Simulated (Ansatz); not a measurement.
# SiBrClF2: basis-set convergence

Aim: see how fast density functionals converge with the basis set for SiBrClF2.

Method: one geometry, several basis sets; program: Ansatz 0.2.0, Gaussian basis.

The runs, in order: PBE0-D4/def2-SVP; ωB97M-V/def2-SVP; PBE0-D4/def2-QZVPP; ωB97M-V/def2-QZVPP; the functionals' def2-TZVPP values are taken from earlier runs.

### 1 The relaxed structure

All runs share one geometry, relaxed beforehand with PBE0-D4 in a triple-zeta def2 set.

SMILES `F[Si](F)(Cl)Br`, 5 atoms, charge 0, spin multiplicity 1.

Atoms are counted from 1 here; the program's logs count them from 0.

Bond lengths: F1–Si2 1.572 Å, Si2–F3 1.572 Å, Si2–Cl4 2.009 Å, Si2–Br5 2.171 Å. Angles: F1–Si2–F3 107.6°, F1–Si2–Cl4 109.1°, F1–Si2–Br5 109.4°, F3–Si2–Cl4 109.1°, F3–Si2–Br5 109.4°, Cl4–Si2–Br5 112.2°.

As a file:

```
F     1.30650   -0.98962    0.15168
Si    0.02624   -0.08237    0.06133
F    -0.67878   -0.11504    1.46568
Cl   -1.22142   -0.84140   -1.31851
Br    0.61735    1.95492   -0.40158
```

### 2 PBE0-D4 in def2-SVP

The input, in.yaml:

```yaml
crystal:
  periodic: [false, false, false]
  atoms:
    - {symbol: F, position_ang: [1.306498, -0.989616, 0.151684]}
    - {symbol: Si, position_ang: [0.026241, -0.082368, 0.061328]}
    - {symbol: F, position_ang: [-0.678776, -0.115039, 1.465680]}
    - {symbol: Cl, position_ang: [-1.221416, -0.841401, -1.318513]}
    - {symbol: Br, position_ang: [0.617353, 1.954924, -0.401580]}
basis:
  gaussian: {orbitals: def2-SVP}
hamiltonian: {xc: pbe0, dispersion: d4}
output: {orbitals: {seedname: orbitals}}
```

Started as:

```
ansatz run in.yaml --threads 4 --pin off --events-out ev --progress --plain --max-ram 10444MiB
```

The runs that follow: ωB97M-V in def2-SVP; PBE0-D4 in def2-QZVPP; ωB97M-V in def2-QZVPP.

Q: Predict the results of all the runs planned. Wanted: PBE0-D4: double and triple zeta above quadruple; ωB97M-V: double and triple zeta above quadruple.

The runs gave:

| quantity | value |
| --- | --- |
| PBE0-D4: double and triple zeta above quadruple | 25.31, 2.38 eV |
| ωB97M-V: double and triple zeta above quadruple | 25.18, 2.27 eV |

For PBE0-D4 the step from double to triple zeta gains 22.92 eV and the next only 2.38 eV. These are total energies; as a rule much of such shifts cancels in differences, which this series doesn't test. The LUMO of ωB97M-V is positive and keeps falling with the basis (2.11 to 1.34 eV): an unbound level that the basis holds in place.
